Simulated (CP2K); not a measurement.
Ta3AsAu2O13 in CP2K: the effect of functional

The system is Ta3AsAu2O13.

```xyz
19
Lattice="5.7239 0.0000 0.0000 1.2946 6.2567 0.0000 0.2682 1.3098 8.3664" Properties=species:S:1:pos:R:3 pbc="T T T"
Ta    1.7946    2.6749    4.8886
Ta    0.6021    2.0039    8.3542
Ta    4.2740    4.5494    4.2235
As    4.7442    6.6995    6.9482
Au    3.4894    0.8212    1.5572
Au    1.4391    5.7206    3.7383
O     4.8826    5.2937    5.9475
O     3.3158    1.7515    5.8251
O     6.2667    6.7584    7.6914
O     3.3530    6.6833    7.9189
O     4.5661    1.8700    0.2589
O     1.7214    1.5096    0.9266
O     0.9917    1.2312    4.1082
O     3.3694    3.0028    3.6393
O     0.8977    2.6990    6.5755
O     6.1537    3.9289    3.8188
O     4.0568    5.7863    2.9258
O     2.4286    4.7592    5.2267
O     6.5518    6.2513    1.8938
```

The cell was built by a generator and needn't be a form met in nature.

Alike in all runs:

| Property | Result |
| --- | --- |
| Program | CP2K 2026.2 |
| Task | single point |
| Potentials or basis | GTH_POTENTIALS Ta GTH-PBE-q13, As GTH-PBE-q5, Au GTH-PBE-q11, O GTH-PBE-q6; DZVP-MOLOPT-SR-GTH basis |
| Density cutoff | 12245 eV |
| k mesh | 4 × 4 × 3 |
| Occupations | fermi-dirac, width 0.05 eV |
| Spin | no spin polarisation |

```tsv
functional	gap on the mesh (eV)	pressure (GPa)
LDA	1.25	-4.6
PBEsol	1.27	-2.5
RPBE	1.33	2.9
r2SCAN	?	?
```

**Question.** What does the run with functional r2SCAN give?

**Answer.** gap on the mesh 1.88 eV; pressure -3.6 GPa.

Caveats: the potentials were made for another functional, which shifts forces and pressure; spin-orbit coupling is left out, which moves the levels of the heavy elements; an odd mesh through Γ misses points on the zone boundary, where band edges often lie; the basis of atomic orbitals isn't converged, which shifts pressures, moduli and gaps.

Runs at the PBE level aren't shown here.
